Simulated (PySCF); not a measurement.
**LaO: bond curves at several levels of theory**

An exercise on one series of results from a longer session: the logs are not shown, and one member is left open.

Program: PySCF 2.14.0. Level of theory: La x2c-SVPall, O x2c-SVPall, spin-free X2C with a Gaussian nucleus. These are calculated values, not measurements.

The first run:

The job is set up so:

```
atoms                         : La, O
charge                        : 0
basis                         : La x2c-SVPall, O x2c-SVPall
Hamiltonian                   : spin-free X2C with a Gaussian nucleus
basis functions               : 80
electrons treated             : 65
masses in u                   : 138.9063, 15.9949
levels                        : PBE0, PBE, r²SCAN, r²SCANh, MN15, LC-ωPBE, HF, MP2, SCS-MP2, CCSD, CCSD(T)
grid                          : 80 radial by 434 angular points
occupations                   : held fixed by the projection of orbital angular momentum
dissociation limit            : La + O, each in its ground configuration
starting distance in angstrom : 2.019
values of 2S to try           : 1, 3
```

Started as:

```bash
> OMP_NUM_THREADS=2 python dia.py task.json out
```

Among the steps run: The job; First curve: PBE0; PBE; r²SCAN; r²SCANh; MN15 (hybrid meta-GGA); LC-ωPBE; UHF; Correlated methods on the Hartree–Fock reference.

One of the session's tables, all rows but one given; the rest of the session is left out.

Energy (eV) from each level's lowest point:

```
R (Å)    UHF  UHF-MP2  UHF-SCS-MP2  UHF-CCSD  UHF-CCSD(T)
1.578  1.904    2.377        2.359       n/a          n/a
1.651  0.881    1.224        1.210     1.053        1.154
1.725  0.293    0.510        0.500     0.393        0.467
1.780  0.072    0.198        0.191     0.121        0.172
1.835      ?        ?            ?         ?            ?
1.890  0.052    0.000        0.000     0.003        0.000
1.964  0.273    0.102        0.108     0.161        0.115
2.055  0.733    0.410        0.428     0.542        0.433
2.165  1.454    1.069        1.148     1.177        0.999
2.312  2.637    1.805        1.842       n/a          n/a
```

**Question.** Estimate the row for R (Å) = 1.835.

Worked estimate for «UHF». A straight line through the neighbours (1.780, 0.072) and (1.890, 0.052) gives 0.072 + (0.052 − 0.072) × (1.835 − 1.780) / (1.890 − 1.780) = 0.062; a parabola fitted to 4 rows on both sides gives 0.004.

The run gave: UHF: 0.000; UHF-MP2: 0.037; UHF-SCS-MP2: 0.034; UHF-CCSD: 0.000; UHF-CCSD(T): 0.025. In «UHF» the line misses by +0.062 and the parabola by +0.004.

Limits of these values: The state is the lowest single determinant that the PBE0 search found; with open d or f shells the true ground state can be another one.
